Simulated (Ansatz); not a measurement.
**CH6FGaSi: how energies converge with the basis set**

Aim: see how fast density functionals converge with the basis set for CH6FGaSi.

Computed with Ansatz 0.2.0, Gaussian basis. Level: one geometry, several basis sets.

Plan: PBE0-D4/def2-SVP; ωB97M-V/def2-SVP; PBE0-D4/def2-QZVPP; ωB97M-V/def2-QZVPP; the functionals' def2-TZVPP values are taken from earlier runs.

### Step 1. Structure used throughout

The geometry comes from an earlier relaxation with PBE0-D4 in a triple-zeta def2 set; it is a stationary point, not always the lowest conformer.

SMILES `F[CH2][GaH][SiH3]`, 10 atoms, charge 0, spin multiplicity 1.

Atoms are counted from 1 here; the program's logs count them from 0.

Bond lengths: F1–C2 1.390 Å, C2–Ga3 1.993 Å, C2–H5 1.097 Å, C2–H6 1.097 Å, Ga3–Si4 2.418 Å, Ga3–H7 1.570 Å, Si4–H8 1.491 Å, Si4–H9 1.491 Å, Si4–H10 1.490 Å. Angles: F1–C2–Ga3 113.0°, F1–C2–H5 108.1°, F1–C2–H6 108.1°, Ga3–C2–H5 110.4°, Ga3–C2–H6 110.4°, H5–C2–H6 106.5°, C2–Ga3–Si4 119.3°, C2–Ga3–H7 119.1°, Si4–Ga3–H7 121.6°, Ga3–Si4–H8 110.3°, Ga3–Si4–H9 110.4°, Ga3–Si4–H10 112.9°, H8–Si4–H9 107.5°, H8–Si4–H10 107.8°, H9–Si4–H10 107.8°.

### Step 2. PBE0-D4 in def2-SVP

in.yaml reads:

```yaml
crystal:
  periodic: [false, false, false]
  atoms:
    - {symbol: F, position_ang: [-1.034014, 2.328750, -1.706229]}
    - {symbol: C, position_ang: [-1.117658, 1.285738, -0.791161]}
    - {symbol: Ga, position_ang: [0.624982, 0.365560, -0.496603]}
    - {symbol: Si, position_ang: [0.740107, -1.479880, 1.061673]}
    - {symbol: H, position_ang: [-1.501438, 1.691229, 0.153356]}
    - {symbol: H, position_ang: [-1.869958, 0.574023, -1.153731]}
    - {symbol: H, position_ang: [1.891411, 0.859072, -1.283378]}
    - {symbol: H, position_ang: [1.699937, -1.169759, 2.159268]}
    - {symbol: H, position_ang: [1.225358, -2.710653, 0.375014]}
    - {symbol: H, position_ang: [-0.575628, -1.795379, 1.684591]}
basis:
  gaussian: {orbitals: def2-SVP}
hamiltonian: {xc: pbe0, dispersion: d4}
output: {orbitals: {seedname: orbitals}}
```

On the command line:

```sh
ansatz run in.yaml --threads 4 --pin off --events-out ev --progress --plain --max-ram 10444MiB
```

After this run come: ωB97M-V in def2-SVP; PBE0-D4 in def2-QZVPP; ωB97M-V in def2-QZVPP.

Before running them: what should the planned runs give, taken together? Wanted: PBE0-D4: double and triple zeta above quadruple; ωB97M-V: double and triple zeta above quadruple.

The runs gave:

| quantity | value |
| --- | --- |
| PBE0-D4: double and triple zeta above quadruple | 15.76, 1.66 eV |
| ωB97M-V: double and triple zeta above quadruple | 15.85, 1.61 eV |

In words: For PBE0-D4 the step from double to triple zeta gains 14.10 eV and the next only 1.66 eV. These are total energies; as a rule much of such shifts cancels in differences, which this series doesn't test.
